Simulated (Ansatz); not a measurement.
# TiAl16Cl4: the cost of one run

Computed with Ansatz 0.2.0 (DFT PBE+D3(BJ), scalar-relativistic, plane waves, PAW, unless a step's input says otherwise).

2 further runs of the same task are left out: 2 set aside as unsound or not needed.

**1. The system as given**

Symmetry: P4mm, No. 99, tetragonal system. The conventional cell has a = 2.816 Å, b = 2.816 Å, c = 22.974 Å, α = 90.00°, β = 90.00°, γ = 90.00°. Al (site symmetry 4mm) is surrounded by 8 Al at 2.82 Å. Al (site symmetry 4mm) is surrounded by 12 Al at 2.82 to 2.88 Å. Around Al (site symmetry 4mm) lie 8 Al at 2.82 to 2.87 Å.

Structure file:

```cif
data_structure
_symmetry_space_group_name_H-M 'P 1'
_symmetry_Int_Tables_number 1
_cell_length_a 5.6324
_cell_length_b 5.6324
_cell_length_c 22.9741
_cell_angle_alpha 90.000
_cell_angle_beta 90.000
_cell_angle_gamma 90.000
_cell_volume 728.83
loop_
_atom_site_label
_atom_site_type_symbol
_atom_site_fract_x
_atom_site_fract_y
_atom_site_fract_z
_atom_site_occupancy
Al1 Al 0.25000 0.25000 0.36998 1
Al2 Al 0.25000 0.75000 0.36998 1
Al3 Al 0.75000 0.25000 0.36998 1
Al4 Al 0.75000 0.75000 0.36998 1
Al5 Al 0.50000 0.50000 0.45666 1
Al6 Al 0.50000 0.00000 0.45666 1
Al7 Al 0.00000 0.50000 0.45666 1
Al8 Al 0.00000 0.00000 0.45666 1
Al9 Al 0.75000 0.75000 0.54696 1
Al10 Al 0.75000 0.25000 0.54696 1
Al11 Al 0.25000 0.75000 0.54696 1
Al12 Al 0.25000 0.25000 0.54696 1
Al13 Al 0.00000 0.00000 0.63679 1
Al14 Al 0.00000 0.50000 0.63679 1
Al15 Al 0.50000 0.00000 0.63679 1
Al16 Al 0.50000 0.50000 0.63679 1
```

Planes are indexed in the bulk's conventional cell (Fm-3m (No. 225)), a = 3.983 Å, b = 3.983 Å, c = 3.983 Å, α = 90.00°, β = 90.00°, γ = 90.00°.

It is a (100) slab, 6.0 Å thick as cut, with 17 Å of vacuum, in a 2×2 surface cell; its outer planes are Al (top) and Al (bottom). An earlier relaxation, lower half held, gave -8600.1290 eV, work function 4.29 eV (top face), 4.31 eV (bottom face).

**2. TiCl4 put at a top (Al) site**

Input file input.yaml:

```yaml
crystal:
  lattice:
    - [5.6324246406, 0.0, 0.0]
    - [0.0, 5.6324246406, 0.0]
    - [0.0, 0.0, 27.8996923993]
  atoms:
    - { symbol: Al, position: [0.25, 0.25, 0.3046628571] }
    - { symbol: Al, position: [0.25, 0.75, 0.3046628571] }
    - { symbol: Al, position: [0.75, 0.25, 0.3046628571] }
    - { symbol: Al, position: [0.75, 0.75, 0.3046628571] }
    - { symbol: Al, position: [0.5, 0.5, 0.3760386559] }
    - { symbol: Al, position: [0.5, 0.0, 0.3760386559] }
    - { symbol: Al, position: [0.0, 0.5, 0.3760386559] }
    - { symbol: Al, position: [0.0, 0.0, 0.3760386559] }
    - { symbol: Al, position: [0.75, 0.75, 0.4503990515] }
    - { symbol: Al, position: [0.75, 0.25, 0.4503990515] }
    - { symbol: Al, position: [0.25, 0.75, 0.4503990515] }
    - { symbol: Al, position: [0.25, 0.25, 0.4503990515] }
    - { symbol: Al, position: [0.0, 0.0, 0.5243687983] }
    - { symbol: Al, position: [0.0, 0.5, 0.5243687983] }
    - { symbol: Al, position: [0.5, 0.0, 0.5243687983] }
    - { symbol: Al, position: [0.5, 0.5, 0.5243687983] }
    - { symbol: Cl, position: [0.0, 0.0, 0.636914842] }
    - { symbol: Ti, position: [0.0, 0.0, 0.7150519042] }
    - { symbol: Cl, position: [-0.2674955905, -0.2464264673, 0.7417763534] }
    - { symbol: Cl, position: [0.3471593761, -0.1084447432, 0.7417763534] }
    - { symbol: Cl, position: [-0.0796637855, 0.3548712104, 0.7417763534] }
basis:
  ecutwfc: 420
kpoints:
  mp_grid: { grid: [5, 5, 1] }
hamiltonian:
  xc: pbe
  dispersion: d3bj
scf:
  occupations: { method: gaussian, width: 0.1 }
output:
  forces: true
  eigenvalues: true
  write_density: true
  write_potential: true
  elf: true
  volumetric_format: npy
relax:
  adjacent_minimum: "off"
  f_tol: 0.03
  max_steps: 70
  constraints: [{ sites: [0, 1, 2, 3, 4, 5, 6, 7] }]
efield:
  axis: 3
  dipole_correction: true
  ramp_width: 0.04
```

Launch:

```console
ansatz run input.yaml --threads 4 --pin off --max-ram 10240MiB --backend cpu --events-out ev --progress --plain --runs-dir out
```

**Question.** How long does this run take on 4 threads of Intel Xeon Platinum 8375C at 2.90GHz (Ice Lake), shared host, and how much memory does it need?

About 7.7 min, with a peak of 2 GiB.
